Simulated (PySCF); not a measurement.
# H₂BrO₂−: electronic structure in real space

Aim: take H₂BrO₂− and find what binds its two fragments and compute its lowest excited states.

Program: PySCF 2.14.0. Level of theory: levels as typed in each script, gas phase, geometry from start geometry of a pair search. These are calculated values, not measurements.

**1. The system as given**

SMILES `[Br-].OO`, 5 atoms, charge -1, spin multiplicity 1.

Bond lengths: O2–O3 1.415 Å, O2–H4 1.008 Å, O3–H5 0.968 Å. Angles: O3–O2–H4 104.7°, O2–O3–H5 103.6°.

As a file:

```xyz
5
BrH2O2
Br   -1.1246    0.0326    0.0024
O     1.9485   -0.7327   -0.0429
O     2.5649    0.5316    0.1104
H     0.9626   -0.5495    0.0572
H     2.2892    1.0167   -0.6805
```

**2. Binding of the two fragments (BP86/def2-svpd)**

Contents of input.py:

```python
import numpy as np
from pyscf import gto, scf, dft
from pyscf.scf import atom_ks, atom_hf
from scipy.linalg import block_diag
from pyscf.dispersion import dftd3

def solve(mol, dm0=None, hcore=None):
    mf = (dft.UKS if mol.spin else dft.RKS)(mol, xc='bp86')
    mf.grids.level = 3
    mf = mf.density_fit(auxbasis='def2-universal-jkfit')
    mf.conv_tol, mf.max_cycle = 1e-8, 80
    if hcore is not None:
        mf.get_hcore = lambda *args: hcore
    mf.kernel(dm0)
    if not mf.converged:
        mf = mf.newton().run(mf.mo_coeff, mf.mo_occ, max_cycle=30)
    assert mf.converged, 'SCF not converged'
    return mf

mol = gto.M(atom='''
Br    -1.12456     0.03263     0.00238
O      1.94853    -0.73273    -0.04286
O      2.56493     0.53158     0.11035
H      0.96258    -0.54951     0.05724
H      2.28918     1.01669    -0.68046
''', basis='def2-svpd', charge=-1, spin=0, verbose=4)
mol_a = gto.M(atom='''
Br    -1.12456     0.03263     0.00238
ghost-O      1.94853    -0.73273    -0.04286
ghost-O      2.56493     0.53158     0.11035
ghost-H      0.96258    -0.54951     0.05724
ghost-H      2.28918     1.01669    -0.68046
''', basis='def2-svpd', charge=-1, spin=0, verbose=4)
mol_b = gto.M(atom='''
ghost-Br    -1.12456     0.03263     0.00238
O      1.94853    -0.73273    -0.04286
O      2.56493     0.53158     0.11035
H      0.96258    -0.54951     0.05724
H      2.28918     1.01669    -0.68046
''', basis='def2-svpd', charge=0, spin=0, verbose=4)
ab, a, b = solve(mol), solve(mol_a), solve(mol_b)
e_int = ab.e_tot - a.e_tot - b.e_tot
print('counterpoise-corrected interaction energy / kcal/mol', e_int * 627.5095)
def disp(atoms, charge):
    m = gto.M(atom=atoms, charge=charge, basis='sto-3g', spin=None, unit='Bohr', verbose=0)
    return dftd3.DFTD3Dispersion(m, xc='bp86', version='d3bj').get_dispersion()['energy']
e_disp = disp(mol._atom, mol.charge) - disp(mol._atom[:1], mol_a.charge) - disp(mol._atom[1:], mol_b.charge)
print('D3(BJ) part / kcal/mol', e_disp * 627.5095)
# spherically averaged free atoms, for the promolecule
atm = atom_ks.get_atm_nrks(mol, xc='bp86')
pro = block_diag(*[(atm[a[0]][2] * atm[a[0]][3]) @ atm[a[0]][2].T for a in mol._atom])
np.savez('result.npz', e_int=e_int, e_disp=e_disp, dm_a=a.make_rdm1(), dm_b=b.make_rdm1(), c=ab.mo_coeff, occ=ab.mo_occ, eps=ab.mo_energy, pro=pro, d=[f.dip_moment(verbose=0) for f in (ab, a, b)])
```

Run with:

```console
> OMP_NUM_THREADS=1 python input.py
```

**4. Excited states (HF/def2-svp)**

Contents of input.py:

```python
import numpy as np
from pyscf import gto, scf, dft, tdscf
from pyscf.scf import atom_ks, atom_hf
from scipy.linalg import block_diag

def solve(mol, dm0=None, hcore=None):
    mf = scf.UHF(mol) if mol.spin else scf.RHF(mol)
    mf = mf.density_fit(auxbasis='def2-universal-jkfit')
    mf.conv_tol, mf.max_cycle = 1e-8, 80
    if hcore is not None:
        mf.get_hcore = lambda *args: hcore
    mf.kernel(dm0)
    if not mf.converged:
        mf = mf.newton().run(mf.mo_coeff, mf.mo_occ, max_cycle=30)
    assert mf.converged, 'SCF not converged'
    return mf

mol = gto.M(atom='''
Br    -1.12456     0.03263     0.00238
O      1.94853    -0.73273    -0.04286
O      2.56493     0.53158     0.11035
H      0.96258    -0.54951     0.05724
H      2.28918     1.01669    -0.68046
''', basis='def2-svp', charge=-1, spin=0, verbose=4)
mf = solve(mol)
td = mf.TDA()
td.nstates, td.singlet, td.conv_tol = 5, True, 1e-5
td.kernel()
td.analyze()
x, y = np.array([p[0] for p in td.xy]), np.array([p[1] + 0 * p[0] for p in td.xy])
f, mu = td.oscillator_strength(), td.transition_dipole()
nto = [td.get_nto(state=i + 1, verbose=4) for i in range(len(td.e))]
# spherically averaged free atoms, for the promolecule
atm = scf.atom_hf.get_atm_nrhf(mol)
pro = block_diag(*[(atm[a[0]][2] * atm[a[0]][3]) @ atm[a[0]][2].T for a in mol._atom])
np.savez('result.npz', e=td.e, f=f, ok=td.converged, w=[n[0] for n in nto], nto=[n[1] for n in nto], x=x, y=y, c=mf.mo_coeff, occ=mf.mo_occ, eps=mf.mo_energy, pro=pro, mu=mu)
```

(Steps that only read results are left out.)

Q: Predict the outcome of this session. Wanted: interaction energy, counterpoise; lowest singlet excitation.

As calculated:

```
                                         quantity           value
interaction energy, counterpoise (BP86/def2-svpd)  -18.4 kcal/mol
          lowest singlet excitation (HF/def2-svp)         7.53 eV
```

What this shows: The counterpoise-corrected interaction energy of the frozen fragments is −18.4 kcal/mol without dispersion correction and −19.7 kcal/mol with D3(BJ). All values hold at the given geometry, in the gas phase.
